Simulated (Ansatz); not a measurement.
**IrRh3 (Pm-3m): test of the smearing width, by script**

All numbers are computed with Ansatz 0.2.0 through its Python package. Level of theory: DFT r2SCAN, plane waves, PAW.

**1. The structure**

It takes space group Pm-3m (No. 221, cubic). Conventional cell: a = 3.817 Å, b = 3.817 Å, c = 3.817 Å, α = 90.00°, β = 90.00°, γ = 90.00°. Ir (site symmetry m-3m) is surrounded by 12 Rh at 2.70 Å. Rh (site symmetry 4/mmm) is surrounded by 4 Ir at 2.70 Å and 8 Rh at 2.70 Å.

No structure file is read: the coordinates are typed or built in the script.

**2. The code**

smear.py reads:

```python
"""How the energy of IrRh3 depends on the smearing."""

import warnings

import ansatz

SETTINGS = {
    "xc": "r2scan",
    "mesh": (6, 6, 6),
}

warnings.simplefilter("ignore", ansatz.DeckWarning)

structure = (
    ansatz.Lattice.of((3.81706, 0.0, 0.0), (0.0, 3.81706, 0.0), (0.0, 0.0, 3.81706))
    .atom("Ir", (0.0, 0.0, 0.0))
    .atom("Rh", (0.0, 0.5, 0.5))
    .atom("Rh", (0.5, 0.0, 0.5))
    .atom("Rh", (0.5, 0.5, 0.0))
)

model = (
    structure.calculation()
    .functional(SETTINGS["xc"])
    .pseudopotentials("paw")
    .basis(45 * ansatz.Ry)
    .kpoints(*SETTINGS["mesh"], center="gamma")
    .stress()  # positive in compression
)

rows = []
for value in [0.25, 0.15, 0.1, 0.05, 0.025]:
    summary = model.occupations("cold", width=value).run().report
    rows.append((value, summary["free_energy_ev"] / len(summary["lattice"]["sites"]), summary["n_iterations"], sum(summary["stress_gpa"][i][i] for i in range(3)) / 3, summary["n_kpoints"]))

print("  width (eV)   F/atom (eV)    iterations       P (GPa)      k-points")
for row in rows:
    print(f"{str(row[0]):>12s}  {row[1]:12.5f}  {row[2]:12d}  {row[3]:12.3f}  {row[4]:12d}")

# the last row is the reference
for row in rows[:-1]:
    shift = 1000 * (row[1] - rows[-1][1])
    print(f"{row[0]}: {shift:+.2f} meV/atom" + ("  (within 1 meV)" if abs(shift) < 1 else ""))
```

**3. Running it**

The run is started by

```sh
> python smear.py
```

Q: Estimate wall time and peak memory on 1 thread of Arm Neoverse V2, shared host.

About 31 s, with a peak of 0.57 GiB.
